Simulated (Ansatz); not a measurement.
# CH6AlFSSi: one species, many methods

The task here is to estimate one member of a computed series from the others.

Computed with Ansatz 0.2.0, Gaussian basis. Level: functionals in def2-TZVPP, the program's frozen cores in correlated methods.

Levels to be run: PBE-D4, r2SCAN-D4, PBE0-D4, B3LYP-D4, ωB97X-V, ωB97M-V, B2PLYP; CCSD(T)/def2-TZVPP; MP2/def2-QZVPP; extrapolation to the limit.

### The relaxed structure

All runs share one geometry, relaxed beforehand with PBE0-D4 in a triple-zeta def2 set.

SMILES `F[CH](S)[AlH][SiH3]`, 11 atoms, charge 0, spin multiplicity 1.

Atoms are counted from 1 here; the program's logs count them from 0.

Bond lengths: F1–C2 1.366 Å, C2–S3 1.855 Å, C2–Al4 1.974 Å, C2–H6 1.095 Å, S3–H7 1.348 Å, Al4–Si5 2.448 Å, Al4–H8 1.585 Å, Si5–H9 1.491 Å, Si5–H10 1.491 Å, Si5–H11 1.494 Å. Angles: F1–C2–S3 111.8°, F1–C2–Al4 127.4°, F1–C2–H6 109.2°, S3–C2–Al4 83.3°, S3–C2–H6 102.7°, Al4–C2–H6 116.1°, C2–S3–H7 95.7°, C2–Al4–Si5 116.8°, C2–Al4–H8 115.5°, Si5–Al4–H8 127.7°, Al4–Si5–H9 112.0°, Al4–Si5–H10 112.6°, Al4–Si5–H11 110.5°, H9–Si5–H10 107.3°, H9–Si5–H11 107.1°, H10–Si5–H11 107.1°.

Set-up of the first run:

Contents of in.yaml:

```yaml
crystal:
  periodic: [false, false, false]
  atoms:
    - {symbol: F, position_ang: [1.366362, -0.218830, 2.107791]}
    - {symbol: C, position_ang: [0.046693, -0.400094, 1.806498]}
    - {symbol: S, position_ang: [-0.847149, 1.215247, 1.625293]}
    - {symbol: Al, position_ang: [-0.738443, -0.769122, 0.033185]}
    - {symbol: Si, position_ang: [0.487369, 0.069890, -1.912463]}
    - {symbol: H, position_ang: [-0.457854, -0.860218, 2.661935]}
    - {symbol: H, position_ang: [-0.026576, 1.718235, 0.681199]}
    - {symbol: H, position_ang: [-2.080294, -1.612392, 0.043906]}
    - {symbol: H, position_ang: [1.374570, -0.970923, -2.506217]}
    - {symbol: H, position_ang: [-0.417515, 0.550987, -2.994831]}
    - {symbol: H, position_ang: [1.358235, 1.220421, -1.525694]}
basis:
  gaussian: {orbitals: def2-TZVPP}
hamiltonian: {xc: pbe, dispersion: d4}
output: {forces: true, orbitals: {seedname: orbitals}}
```

Command:

```sh
ansatz run in.yaml --threads 4 --pin off --events-out ev --progress --plain --max-ram 10444MiB
```

Among the steps run: PBE-D4 (GGA); r2SCAN-D4 (meta-GGA); PBE0-D4 (hybrid); B3LYP-D4 (hybrid); ωB97X-V (range-separated); ωB97M-V (range-separated); B2PLYP (double hybrid); CCSD(T) in def2-TZVPP; MP2 in def2-QZVPP.

One of the session's tables, all rows but one given; the rest of the session is left out.

| method | atomisation energy (kcal/mol) |
| --- | --- |
| PBE-D4 | 806.0 |
| r2SCAN-D4 | 800.7 |
| PBE0-D4 | ? |
| B3LYP-D4 | 792.3 |
| ωB97X-V | 802.4 |
| ωB97M-V | 798.4 |
| B2PLYP | 781.0 |
| HF/def2-TZVPP | 569.7 |
| MP2/def2-TZVPP | 779.1 |
| CCSD/def2-TZVPP | 760.6 |
| CCSD(T)/def2-TZVPP | 773.3 |
| MP2/CBS | 802.2 |
| CCSD(T)/CBS | 796.5 |

Estimate the missing values for PBE0-D4.

**Answer.** atomisation energy (kcal/mol): 793.1. In the column «atomisation energy (kcal/mol)» it lies between B3LYP-D4 (792.3) and CCSD(T)/CBS (796.5).

Limits of these values: Free atoms (1 F, 1 C, 1 S, 1 Al, 1 Si, 6 H) were run apart at each level; the atomisation energy is their sum less the molecule, without zero-point or spin-orbit terms.
